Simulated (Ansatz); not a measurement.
# Lu3Si (I4/mmm) in Ansatz: reference runs, part 2 of 2

Ansatz 0.2.0. The steps go on from the part before.

## 4. Single point, PBE, 22.44 Å³/atom (volume scaled by 0.94)

File input.yaml:

```yaml
crystal:
  lattice:
    - [-2.1497673478, 2.1497673478, 4.8565165817]
    - [2.1497673478, -2.1497673478, 4.8565165817]
    - [2.1497673478, 2.1497673478, -4.8565165817]
  atoms:
    - { symbol: Lu, position: [0.5, 0.5, 0.0] }
    - { symbol: Lu, position: [0.25, 0.75, 0.5] }
    - { symbol: Lu, position: [0.75, 0.25, 0.5] }
    - { symbol: Si, position: [0.0, 0.0, 0.0] }
hamiltonian:
  xc: pbe
  pseudopotentials: { kind: paw }
kpoints:
  mp_grid: { grid: [9, 9, 9] }
scf:
  occupations: { method: fermi_dirac, width: 0.05 }
output:
  forces: true
  stress: true
  eigenvalues: true
```

The run is started by

```console
$ ansatz run input.yaml --threads 2 --pin off --max-ram 5120MiB --backend cpu --events-out ev --progress --plain --runs-dir out
```

Wall time 15 s (2 threads of Arm Neoverse V2, shared host); peak memory 0.53 GiB.

Results (log left out):

```
Free energy            : -44833.9284 eV
Pressure               : 3.4 GPa
Band gap on the k mesh : none (metal or under the smearing width)
```

## 5. Single point, PBE, 22.92 Å³/atom (volume scaled by 0.96)

input.yaml, as its differences from that of step 4:

```diff
@@ -2,5 +2,5 @@
   lattice:
-    - [-2.1497673478, 2.1497673478, 4.8565165817]
-    - [2.1497673478, -2.1497673478, 4.8565165817]
-    - [2.1497673478, 2.1497673478, -4.8565165817]
+    - [-2.1649070533, 2.1649070533, 4.8907185295]
+    - [2.1649070533, -2.1649070533, 4.8907185295]
+    - [2.1649070533, 2.1649070533, -4.8907185295]
   atoms:
@@ -21 +21,5 @@
   eigenvalues: true
+  write_density: true
+  write_potential: true
+  elf: true
+  volumetric_format: npy
```

The run is started by

```console
$ ansatz run input.yaml --threads 2 --pin off --max-ram 5120MiB --backend cpu --events-out ev --progress --plain --runs-dir out
```

Run time: 21 s. Hardware: 2 threads of Arm Neoverse V2, shared host; peak memory 0.53 GiB.

Results (log left out):

| Property | Result |
| --- | --- |
| Free energy | -44833.9595 eV |
| Pressure | 1.9 GPa |
| Band gap on the k mesh | none (metal or under the smearing width) |

## 6. Single point, PBE, 23.40 Å³/atom (volume scaled by 0.98)

input.yaml, as its differences from that of step 5:

```diff
@@ -2,5 +2,5 @@
   lattice:
-    - [-2.1649070533, 2.1649070533, 4.8907185295]
-    - [2.1649070533, -2.1649070533, 4.8907185295]
-    - [2.1649070533, 2.1649070533, -4.8907185295]
+    - [-2.1798379186, 2.1798379186, 4.9244486887]
+    - [2.1798379186, -2.1798379186, 4.9244486887]
+    - [2.1798379186, 2.1798379186, -4.9244486887]
   atoms:
@@ -21,5 +21 @@
   eigenvalues: true
-  write_density: true
-  write_potential: true
-  elf: true
-  volumetric_format: npy
```

Potentials or basis: Ansatz PAW.

The run is started by

```console
$ ansatz run input.yaml --threads 2 --pin off --max-ram 5120MiB --backend cpu --events-out ev --progress --plain --runs-dir out
```

Run time: 16 s. Hardware: 2 threads of Arm Neoverse V2, shared host; peak memory 0.54 GiB.

The run converged. Its results:

```yaml
Free_energy: -44833.9738 eV
Pressure: 0.5 GPa
Band_gap_on_the_k_mesh: none (metal or under the smearing width)
```

## 7. Single point, PBE, 23.88 Å³/atom

input.yaml, as its differences from that of step 6:

```diff
@@ -2,5 +2,5 @@
   lattice:
-    - [-2.1798379186, 2.1798379186, 4.9244486887]
-    - [2.1798379186, -2.1798379186, 4.9244486887]
-    - [2.1798379186, 2.1798379186, -4.9244486887]
+    - [-2.194567, 2.194567, 4.957723]
+    - [2.194567, -2.194567, 4.957723]
+    - [2.194567, 2.194567, -4.957723]
   atoms:
@@ -21 +21,5 @@
   eigenvalues: true
+  write_density: true
+  write_potential: true
+  elf: true
+  volumetric_format: npy
```

The run is started by

```console
$ ansatz run input.yaml --threads 2 --pin off --max-ram 5120MiB --backend cpu --events-out ev --progress --plain --runs-dir out
```

Wall time 20 s (2 threads of Arm Neoverse V2, shared host); peak memory 0.54 GiB.

Results (log left out):

```
Free energy            : -44833.9729 eV
Pressure               : -0.7 GPa
Band gap on the k mesh : none (metal or under the smearing width)
```

## 8. Single point, PBE, 24.35 Å³/atom (volume scaled by 1.02)

input.yaml, as its differences from that of step 7:

```diff
@@ -2,5 +2,5 @@
   lattice:
-    - [-2.194567, 2.194567, 4.957723]
-    - [2.194567, -2.194567, 4.957723]
-    - [2.194567, 2.194567, -4.957723]
+    - [-2.2091009799, 2.2091009799, 4.9905565595]
+    - [2.2091009799, -2.2091009799, 4.9905565595]
+    - [2.2091009799, 2.2091009799, -4.9905565595]
   atoms:
```

The run is started by

```console
$ ansatz run input.yaml --threads 2 --pin off --max-ram 5120MiB --backend cpu --events-out ev --progress --plain --runs-dir out
```

Wall time 20 s (2 threads of Arm Neoverse V2, shared host); peak memory 0.55 GiB.

It converged, with:

```
Free energy            : -44833.9581 eV
Pressure               : -1.8 GPa
Band gap on the k mesh : none (metal or under the smearing width)
```

## 9. Single point, PBE, 24.83 Å³/atom (volume scaled by 1.04)

input.yaml, as its differences from that of step 8:

```diff
@@ -2,5 +2,5 @@
   lattice:
-    - [-2.2091009799, 2.2091009799, 4.9905565595]
-    - [2.2091009799, -2.2091009799, 4.9905565595]
-    - [2.2091009799, 2.2091009799, -4.9905565595]
+    - [-2.2234461934, 2.2234461934, 5.022963679]
+    - [2.2234461934, -2.2234461934, 5.022963679]
+    - [2.2234461934, 2.2234461934, -5.022963679]
   atoms:
```

Potentials or basis: Ansatz PAW.

The run is started by

```console
$ ansatz run input.yaml --threads 2 --pin off --max-ram 5120MiB --backend cpu --events-out ev --progress --plain --runs-dir out
```

Run time: 20 s. Hardware: 2 threads of Arm Neoverse V2, shared host; peak memory 0.55 GiB.

It converged, with:

- Free energy: -44833.9306 eV
- Pressure: -2.8 GPa
- Band gap on the k mesh: none (metal or under the smearing width)

## 10. Single point, PBE, 25.31 Å³/atom (volume scaled by 1.06)

input.yaml, as its differences from that of step 9:

```diff
@@ -2,5 +2,5 @@
   lattice:
-    - [-2.2234461934, 2.2234461934, 5.022963679]
-    - [2.2234461934, -2.2234461934, 5.022963679]
-    - [2.2234461934, 2.2234461934, -5.022963679]
+    - [-2.2376086529, 2.2376086529, 5.0549579408]
+    - [2.2376086529, -2.2376086529, 5.0549579408]
+    - [2.2376086529, 2.2376086529, -5.0549579408]
   atoms:
@@ -21,5 +21 @@
   eigenvalues: true
-  write_density: true
-  write_potential: true
-  elf: true
-  volumetric_format: npy
```

The run is started by

```console
$ ansatz run input.yaml --threads 2 --pin off --max-ram 5120MiB --backend cpu --events-out ev --progress --plain --runs-dir out
```

Run time: 15 s. Hardware: 2 threads of Arm Neoverse V2, shared host; peak memory 0.55 GiB.

Results (log left out):

```
Free energy            : -44833.8917 eV
Pressure               : -3.7 GPa
Band gap on the k mesh : none (metal or under the smearing width)
```

## 11. Equation of state, PBE

No new run: the results of the series are fitted here.

What came out:

* Equilibrium volume: 23.61 Å³/atom
* Bulk modulus at fixed shape and positions: 61 GPa
* Pressure derivative of the bulk modulus: 3.6

Energy against volume, from the lowest point:
```
volume (Å³/atom)  energy (meV/atom)
          22.444              11.36
          22.922               3.59
          23.399               0.00
          23.877               0.23
          24.355               3.93
          24.832              10.80
          25.310              20.54
```

Caveat: the cell was scaled at fixed shape and fractional positions, which overstates the stiffness of a crystal with free parameters, most of all of layers and chains. Spin-orbit coupling is left out, which matters for the levels of Lu.

## 12. Summary

| task | cell | gap on the mesh (eV) | pressure (GPa) |
| --- | --- | --- | --- |
| single point | as given | none | -0.7 |
| single point | atoms moved at random, drawn with an rms of 0.05 Å | none | -0.6 |
| equation of state | as given | - | - |

Alike in all rows: level PBE; potentials or basis Ansatz PAW; no spin polarisation; k mesh 9 × 9 × 9; cutoff (eV) 420; smearing fermi-dirac 0.05 eV.

Caveats: the cell was scaled at fixed shape and fractional positions, which overstates the stiffness of a crystal with free parameters, most of all of layers and chains (some runs).

Total energies depend on the potentials used, so only differences within one code and one set of settings carry meaning.
